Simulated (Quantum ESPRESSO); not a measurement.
Set up this calculation in Quantum ESPRESSO 7.5, as the native input.

| Property | Result |
| --- | --- |
| Task | single point |
| Functional | PBE |
| Potentials or basis | GBRV 1.5 PBE |
| Cutoff | 612 eV |
| Density cutoff | 4898 eV |
| k mesh | 5 × 5 × 3 |
| Occupations | gaussian, width 0.05 eV |
| Spin | collinear spin, ferromagnetic start |
| Starting moments | [4.0, 0.0, 0.0] μB |
| Hubbard terms | Pt d U = 7 eV |
| Hubbard projectors | atomic |
| Double | 0 |
| Start of the occupations | random6 |
| Moments locked | none |
| Magnetic state asked for | fm |
| Symmetry | off |
| Formal shell electrons | 1 d6 |
| Iterations with occupations held | 5 |
| Nosym | yes |
| SCF threshold | 7.5e-07 Ry |
| Most SCF iterations | 100 |
| Mixing ndim | 20 |
| Mixing beta | 0.7 |

Crystal: PtS2.

```
CELL_PARAMETERS angstrom
3.54320 0.00000 0.00000
-1.77160 3.06850 0.00000
0.00000 0.00000 5.03880
ATOMIC_POSITIONS crystal
Pt 0.00000 0.00000 0.00000
S 0.33333 0.66667 0.25000
S 0.66667 0.33333 0.75000
```

One way to write it, as run:

pw.in

```
&CONTROL
  calculation = 'scf'
  prefix = 'pwscf'
  outdir = './tmp'
  pseudo_dir = './pseudo'
  tprnfor = .true.
  disk_io = 'nowf'
/
&SYSTEM
  ibrav = 0
  nat = 3
  ntyp = 2
  ecutwfc = 45
  ecutrho = 360
  nbnd = 24
  occupations = 'smearing'
  smearing = 'gaussian'
  degauss = 0.00367493
  nspin = 2
  starting_magnetization(1) = 0.25
  starting_magnetization(2) = 0
  nosym = .true.
/
&ELECTRONS
  conv_thr = 7.5d-07
  electron_maxstep = 100
  mixing_beta = 0.7
  mixing_ndim = 20
  startingpot = 'file'
  mixing_fixed_ns = 5
/
ATOMIC_SPECIES
Pt   195.0840 pt_pbe_v1.4.uspp.F.UPF
S     32.0600 s_pbe_v1.4.uspp.F.UPF
CELL_PARAMETERS angstrom
   3.5431995400    0.0000000000    0.0000000000
  -1.7715997700    3.0685008100    0.0000000000
   0.0000000000    0.0000000000    5.0388000900
ATOMIC_POSITIONS crystal
Pt     0.0000000000    0.0000000000    0.0000000000
S      0.3333333333    0.6666666667    0.2500000000
S      0.6666666667    0.3333333333    0.7500000000
K_POINTS automatic
5 5 3 0 0 0
HUBBARD {atomic}
U Pt-5d 7.0
```

start.in

```
&CONTROL
  calculation = 'scf'
  prefix = 'pwscf'
  outdir = './tmp'
  pseudo_dir = './pseudo'
  disk_io = 'nowf'
/
&SYSTEM
  ibrav = 0
  nat = 3
  ntyp = 2
  ecutwfc = 45
  ecutrho = 360
  nbnd = 24
  occupations = 'smearing'
  smearing = 'gaussian'
  degauss = 0.00367493
  nspin = 2
  starting_magnetization(1) = 0.25
  starting_magnetization(2) = 0
  nosym = .true.
/
&ELECTRONS
  conv_thr = 7.5d-07
  electron_maxstep = 1
  mixing_beta = 0.7
  mixing_ndim = 20
  scf_must_converge = .false.
/
ATOMIC_SPECIES
Pt   195.0840 pt_pbe_v1.4.uspp.F.UPF
S     32.0600 s_pbe_v1.4.uspp.F.UPF
CELL_PARAMETERS angstrom
   3.5431995400    0.0000000000    0.0000000000
  -1.7715997700    3.0685008100    0.0000000000
   0.0000000000    0.0000000000    5.0388000900
ATOMIC_POSITIONS crystal
Pt     0.0000000000    0.0000000000    0.0000000000
S      0.3333333333    0.6666666667    0.2500000000
S      0.6666666667    0.3333333333    0.7500000000
K_POINTS automatic
5 5 3 0 0 0
HUBBARD {atomic}
U Pt-5d 7.0
```

occup.txt

```
 0.9570 -0.1774  0.0601  0.0754  0.0185
-0.1774  0.2672  0.2482  0.3113  0.0763
 0.0601  0.2482  0.9160 -0.1054 -0.0259
 0.0754  0.3113 -0.1054  0.8678 -0.0324
 0.0185  0.0763 -0.0259 -0.0324  0.9920
 0.1758 -0.2494 -0.2657 -0.0192  0.1085
-0.2494  0.3558  0.3705  0.0715 -0.1569
-0.2657  0.3705  0.4211 -0.1099 -0.1545
-0.0192  0.0715 -0.1099  0.9758 -0.0781
 0.1085 -0.1569 -0.1545 -0.0781  0.0714
 0.0000  0.0000  0.0000  0.0000  0.0000
 0.0000  0.0000  0.0000  0.0000  0.0000
 0.0000  0.0000  0.0000  0.0000  0.0000
 0.0000  0.0000  0.0000  0.0000  0.0000
 0.0000  0.0000  0.0000  0.0000  0.0000
 0.0000  0.0000  0.0000  0.0000  0.0000
 0.0000  0.0000  0.0000  0.0000  0.0000
 0.0000  0.0000  0.0000  0.0000  0.0000
 0.0000  0.0000  0.0000  0.0000  0.0000
 0.0000  0.0000  0.0000  0.0000  0.0000
 0.0000  0.0000  0.0000  0.0000  0.0000
 0.0000  0.0000  0.0000  0.0000  0.0000
 0.0000  0.0000  0.0000  0.0000  0.0000
 0.0000  0.0000  0.0000  0.0000  0.0000
 0.0000  0.0000  0.0000  0.0000  0.0000
 0.0000  0.0000  0.0000  0.0000  0.0000
 0.0000  0.0000  0.0000  0.0000  0.0000
 0.0000  0.0000  0.0000  0.0000  0.0000
 0.0000  0.0000  0.0000  0.0000  0.0000
 0.0000  0.0000  0.0000  0.0000  0.0000
```

Potentials or basis: GBRV 1.5 PBE.

The run is started by

```bash
$ OMP_NUM_THREADS=1 mpirun -n 2 pw.x -nk 2 -in start.in > start.out
$ cp occup.txt tmp/pwscf.save/occup.txt
$ OMP_NUM_THREADS=1 mpirun -n 2 pw.x -nk 2 -in pw.in > pw.out
```

Results of the run:

```yaml
Largest_force: 0.501 eV/Å
Band_gap_on_the_k_mesh: 0.70 eV, indirect (least direct gap 1.10 eV)
Net_moment: 0.00 μB per cell
Absolute_moment: 0.00 μB per cell
Valence_electrons_inside_the_program's_atomic_spheres: Pt 12.84; S 4.02
```

Caveat: spin-orbit coupling is left out, which moves the levels of the heavy elements; an odd mesh through Γ misses points on the zone boundary, where band edges often lie; the cell's inner coordinates are idealised or old, which leaves forces on the atoms.

It took 68 s on 2 MPI ranks on Intel(R) Xeon(R) Platinum 8488C (Sapphire Rapids) (shared host), peak memory 0.4 GiB a rank.
